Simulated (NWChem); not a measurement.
**BF3 (boron trifluoride) at HF/3-21G**

Aim: the vertical electron affinity of BF3 (boron trifluoride) at HF/3-21G, from 2 runs. 

Program for the calculation: NWChem 7.3.0.

8 further runs of the same task are left out: 4 that didn't finish, 4 set aside as unsound or not needed. Runs told in other sessions of the task aren't counted.

### 1 The structure to begin with

BF3 has 4 atoms, charge 0, and is taken as a singlet. As SMILES, `FB(F)F`. Geometry: relaxed at PBE0-D4/def2-TZVP.

Bond lengths: F1–B2 1.311 Å, B2–F3 1.311 Å, B2–F4 1.311 Å. Angles: F1–B2–F3 120.0°, F1–B2–F4 120.0°, F3–B2–F4 120.0°.

### 2 Energy and forces at HF/3-21G

calc.nw reads:

```
start calc
title "BF3 gradient"
memory total 2200 mb
charge 0

geometry units atomic noautosym nocenter noautoz
 F      1.02776535     0.39824088     2.21906759
 B      0.00003779     0.00000000     0.00001890
 F     -0.50109868    -2.31209881    -0.73627509
 F     -0.52672336     1.91385793    -1.48279250
end

basis spherical bse
 F library 3-21G
 B library 3-21G
end

scf
 nopen 0
 rhf
 thresh 1e-08
 maxiter 80
 print medium
end

task scf gradient
```

Started as:

```console
$ nwchem calc.nw > calc.out
```

Standard output:

```text
[...]
  functions       =    36
[...]
  wavefunction    = RHF
[...]
         Total SCF energy =   -321.464763879525
      One-electron energy =   -669.363151756096
      Two-electron energy =    236.789241519272
 Nuclear repulsion energy =    111.109146357298
        Time for solution =      0.2s
[...]
                         RHF ENERGY GRADIENTS
    atom               coordinates                        gradient
                 x          y          z           x          y          z
   1 F       1.027765   0.398241   2.219068   -0.009286  -0.003596  -0.020043
   2 B       0.000038   0.000000   0.000019    0.000012   0.000002   0.000010
   3 F      -0.501099  -2.312099  -0.736275    0.004521   0.020883   0.006644
   4 F      -0.526723   1.913858  -1.482793    0.004753  -0.017289   0.013389
[...]
```

Wall time 0.86 s (1 thread of Intel Xeon 6975P-C (Granite Rapids), shared host); peak memory 0.098 GiB.

### 3 The doublet anion: the energy at UHF/3-21G

bf3.nw reads:

```
start bf3
memory total 2200 mb
charge -1
geometry units angstroms noautosym nocenter noautoz
  F     0.543870    0.210740    1.174280
  B     0.000020    0.000000    0.000010
  F    -0.265170   -1.223510   -0.389620
  F    -0.278730    1.012770   -0.784660
end
basis "ao basis" spherical bse
  * library 3-21G
end
scf
  doublet
  uhf
  thresh 1e-08
  maxiter 80
end
task scf
```

Started as:

```console
$ nwchem bf3.nw > bf3.out
```

Standard output:

```text
[...]
  functions       =    36
[...]
  wavefunction    = UHF
[...]
         Total SCF energy =   -321.292598146459
      One electron energy =   -680.082920030807
      Two electron energy =    247.681167565645
 Nuclear repulsion energy =    111.109154318702
                       Sz =      0.5000
                 Sz(Sz+1) =      0.7500
                      S^2 =      0.7544
[...]
```

Run time: 0.98 s. Hardware: 1 thread of Intel Xeon 6975P-C (Granite Rapids), shared host; peak memory 0.099 GiB.

### 4 Results

At HF/3-21G:

| quantity | value |
| --- | --- |
| singlet BF3: total energy | -321.46476 Eh |
| singlet BF3: dipole moment | 0.00 D |
| singlet BF3: HOMO energy | -17.62 eV |
| singlet BF3: LUMO energy | 5.10 eV |
| singlet BF3: HOMO–LUMO gap | 22.73 eV |
| singlet BF3: largest force on an atom | 1.151 eV/Å |
| doublet anion: total energy | -321.29260 Eh |
| doublet anion: HOMO energy (highest over α and β) | 4.25 eV |
| doublet anion: LUMO energy (lowest over α and β) | 14.34 eV |
| doublet anion: ⟨S²⟩ | 0.754 |
| vertical electron affinity (to the doublet anion) | -4.685 eV |

What this shows: The anion lies 4.68 eV (108 kcal/mol) above the neutral: the electron isn't bound at this level, and such a value depends on the basis. Without diffuse functions anions come out too high. Hartree–Fock misses the correlation that binds many anions. The largest force (singlet BF3) is 1.15 eV/Å: the shape isn't a stationary point for this species at this level. Mulliken charges (singlet BF3) run from -0.39 on F1 to +1.17 on B2. Mulliken charges (doublet anion) run from -0.49 on F1 to +0.47 on B2. The HOMO (doublet anion) lies at positive energy, 4.25 eV: the electron is unbound at this level or held by a compact basis; values depend on the basis.
